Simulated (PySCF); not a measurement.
# The bond of BeP, level by level

Aim: find the lowest electronic state of BeP, scan its bond at several levels of theory, and get bond length, wavenumber and dissociation energy from each curve.

Method: Be pcseg-2, P pcseg-2, no relativity; program: PySCF 2.14.0.

## Step 1: Set-up

The job is set up so:

* atoms: Be, P
* charge: 0
* basis: Be pcseg-2, P pcseg-2
* Hamiltonian: no relativity
* basis functions: 49
* electrons treated: 19
* masses in u: 9.0122, 30.9738
* levels: PBE0, PBE, r²SCAN, B2PLYP, BP86, BLYP, HF, MP2, SCS-MP2, CCSD, CCSD(T)
* grid: 80 radial by 434 angular points
* occupations: held fixed by the projection of orbital angular momentum
* dissociation limit: Be + P, each in its ground configuration
* starting distance in angstrom: 2.025
* values of 2S to try: 1, 3

The run is started by

```sh
> OMP_NUM_THREADS=1 python dia.py task.json out
```

After this run come: First curve: PBE0; Higher solutions at PBE0; PBE; r²SCAN; B2PLYP; BP86; BLYP (GGA); UHF (mean field); Correlated methods on the Hartree–Fock reference.

Before running it: what results should come out? Wanted: for each run, Re; ωe; De; μ.

**Answer**, as computed:

Lowest PBE0 solution found, without spin–orbit coupling: ⁴Σ⁻ (quartet), unpaired electrons σ ↑, π ↑↑. State 2 has its PBE0 minimum 0.12 eV higher, as a spin-mixed determinant (⟨S²⟩ = 1.76), so this is no gap between pure states. State 3 has its PBE0 minimum 0.27 eV higher. State 4 has its PBE0 minimum 1.43 eV higher. The other levels ran on the lowest alone.

| level | Re (Å) | ωe (cm⁻¹) | De (eV) | μ (D) |
| --- | --- | --- | --- | --- |
| UHF | 2.073 | 635 | 0.97 | -1.18 |
| UHF-MP2 | 2.056 | 646 | 1.17 | n/a |
| UHF-SCS-MP2 | 2.064 | 636 | 1.06 | n/a |
| UHF-CCSD | 2.061 | 628 | 0.87 | n/a |
| UHF-CCSD(T) | 2.064 | 623 | 0.94 | n/a |
| PBE | 2.078 | 602 | 1.67 | -0.40 |
| BLYP | 2.086 | 586 | 1.51 | -0.39 |
| BP86 | 2.081 | 597 | 1.64 | -0.44 |
| r²SCAN | 2.074 | 613 | 1.72 | -0.63 |
| PBE0 | 2.065 | 622 | 1.60 | -0.61 |
| B2PLYP | 2.065 | 622 | 1.36 | -0.81 |

De is counted to Be + P in their ground configurations. A positive dipole means Be(−)P(+).

Differences from CCSD(T) in the same basis:

| level | Re (mÅ) | ωe (%) |
| --- | --- | --- |
| UHF | +8 | +1.9 |
| UHF-MP2 | -9 | +3.7 |
| UHF-SCS-MP2 | -1 | +2.1 |
| UHF-CCSD | -3 | +0.8 |
| PBE | +14 | -3.4 |
| BLYP | +22 | -5.9 |
| BP86 | +17 | -4.2 |
| r²SCAN | +9 | -1.6 |
| PBE0 | +1 | -0.1 |
| B2PLYP | +1 | -0.1 |

**Reading.** Judged by CCSD(T) in the same basis: best bond length UHF-SCS-MP2 and PBE0 and B2PLYP (1 mÅ off), worst BLYP (+22 mÅ); best wavenumber PBE0 and B2PLYP (-0.1 %), worst BLYP (-5.9 %). Of the levels with a De here, UHF-CCSD gives the least (0.87 eV) and r²SCAN the most (1.72 eV).

Correlated steps freeze 5 core orbitals. B2PLYP dipoles, levels and charges come from its SCF part alone. At some levels the lowest empty orbital lies below the highest filled one (the two can be of opposite spin).
